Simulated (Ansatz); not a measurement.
WC, space group Fm-3m: an equation of state with a fit, run with the Ansatz DFT code, driven from Python.

`wc.py`
```python
"""Equation of state of WC."""

import warnings

import ansatz as az
import numpy as np
from scipy.optimize import curve_fit

VECTORS = np.array([
    [0.0, 2.192684, 2.192684],
    [2.192684, 0.0, 2.192684],
    [2.192684, 2.192684, 0.0],
])
SITES = [
    ("W", (0.0, 0.0, 0.0)),
    ("C", (0.5, 0.5, 0.5)),
]


def build(cell):
    crystal = az.Crystal(lattice=az.Lattice.of(cell))
    for symbol, position in SITES:
        crystal = crystal.atom(symbol, position)
    return crystal

def vinet(v, e0, v0, b0, b1):
    eta = (v / v0) ** (1 / 3)
    return e0 + 2 * b0 * v0 / (b1 - 1) ** 2 * (2 - (5 + 3 * b1 * (eta - 1) - 3 * eta) * np.exp(-1.5 * (b1 - 1) * (eta - 1)))

warnings.simplefilter("ignore", az.DeckWarning)

# uniform scaling of the cell
volumes, energies = [], []
for scale in np.linspace(0.92, 1.08, 7):
    cell = VECTORS * scale ** (1 / 3)
    model = build(cell).calculation()
    model = model.occupations("fermi_dirac", width=0.1).functional("lda")
    model = model.basis(500)
    model = model.kpoints(11, 11, 11)
    rep = model.run().report
    volumes.append(abs(np.linalg.det(cell)) / len(SITES))
    energies.append(rep["free_energy_ev"] / len(SITES))
    print(f"V = {volumes[-1]:8.4f} A^3/atom  F = {energies[-1]:.5f} eV/atom")

guess = (min(energies), volumes[int(np.argmin(energies))], 0.5, 4.5)
(e0, v0, b0, b1), _ = curve_fit(vinet, np.array(volumes), np.array(energies), p0=guess, maxfev=20000)
print(f"Vinet fit: V0 = {v0:.4f} A^3/atom, B0 = {160.21766 * b0:.1f} GPa, B1 = {b1:.2f}")
print("largest residual", round(1000 * float(np.abs(vinet(np.array(volumes), e0, v0, b0, b1) - energies).max()), 3), "meV/atom")
```

From its runs, with one value withheld:

| V (Å³/atom) | F less the lowest row shown (meV/atom) |
| --- | --- |
| 9.699 | 19.92 |
| 9.980 | 0.00 |
| 10.261 | 1.16 |
| 10.542 | 20.51 |
| 10.823 | 55.55 |
| 11.104 | 104.11 |
| 11.385 | ? |

What is the missing energy at 11.385 Å³ an atom?

A third-order Birch-Murnaghan fit, E = E0 + (9 V0 B0 / 16) [(t - 1)³ B' + (t - 1)² (6 - 4t)] with t = (V0/V)^(2/3), through the 6 rows shown gives V0 = 10.102 Å³, B0 = 404.2 GPa, B' = 4.33 and E0 = -1.91 meV. At V = 11.385 Å³, t = 0.92336, and the fit extrapolates to 164.35 meV. The run gave 164.31 meV, a miss of 0.04 meV.

Caveats:
- For a metal this k-point mesh is coarse: on a finer one energies can move by several to tens of meV an atom and pressures by half a GPa or more, differences at one mesh by less.
- Spin-orbit coupling, which matters for elements this heavy, is left out.
- This cell is a computed structure, which may not be the phase found in nature.
- Wall time of the script: 10 s on 1 thread of Intel(R) Xeon(R) Processor @ 2.30GHz, on a shared host, peak memory 0.53 GiB.
